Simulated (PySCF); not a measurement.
# The bond of CSe−, level by level

The task here is to estimate one member of a computed series from the others.

Method: C aug-cc-pVDZ-DK, Se aug-cc-pVDZ-DK, spin-free X2C with a Gaussian nucleus; program: PySCF 2.14.0.

The first run:

Settings of the job:

```yaml
atoms: C, Se
charge: -1
basis: C aug-cc-pVDZ-DK, Se aug-cc-pVDZ-DK
Hamiltonian: spin-free X2C with a Gaussian nucleus
basis_functions: 59
electrons_treated: 41
masses_in_u: 12.0000, 79.9165
levels: PBE0, PBE, r²SCAN, TPSS, BHandHLYP, revPBE, HSE06, HF, MP2, SCS-MP2
grid: 80 radial by 434 angular points
occupations: held fixed by the projection of orbital angular momentum
dissociation_limit: C + Se−, each in its ground configuration
starting_distance_in_angstrom: 1.925
values_of_2S_to_try: 1, 3
```

Launch:

```sh
$ OMP_NUM_THREADS=1 python dia.py task.json out
```

Steps of the session up to this table: The job; PBE0 along the bond; Higher solutions at PBE0; PBE (GGA); r²SCAN; TPSS (meta-GGA); BHandHLYP; revPBE (GGA); HSE06; UHF (mean field).

One of the session's tables, all rows but one given; the rest of the session is left out.

It belongs to the step «The curves together». Energy (eV) from each level's lowest point:

```
R (Å)    UHF  UHF-MP2  UHF-SCS-MP2    PBE  revPBE
1.538  1.337    1.232        1.260  1.287   1.342
1.609  0.608    0.538        0.558  0.590   0.628
1.681  0.201    0.162        0.174  0.200   0.221
1.734  0.051    0.032        0.038  0.053   0.063
1.788  0.000    0.000        0.000  0.000   0.000
1.842  0.026    0.042        0.036  0.018   0.009
1.913  0.148    0.182        0.169  0.125   0.104
2.003  0.397    0.452        0.430  0.348   0.314
2.110      ?        ?            ?      ?       ?
2.253  1.289    1.692        1.641  1.207   1.144
```

Q: Estimate the row for R (Å) = 2.110 from the others.

Worked estimate for «UHF». A straight line through the neighbours (2.003, 0.397) and (2.253, 1.289) gives 0.397 + (1.289 − 0.397) × (2.110 − 2.003) / (2.253 − 2.003) = 0.779; a parabola fitted to 3 rows on both sides gives 0.743.

As computed: UHF: 0.775; UHF-MP2: 0.877; UHF-SCS-MP2: 0.842; PBE: 0.692; revPBE: 0.645. In «UHF» the line misses by +0.004 and the parabola by -0.032.
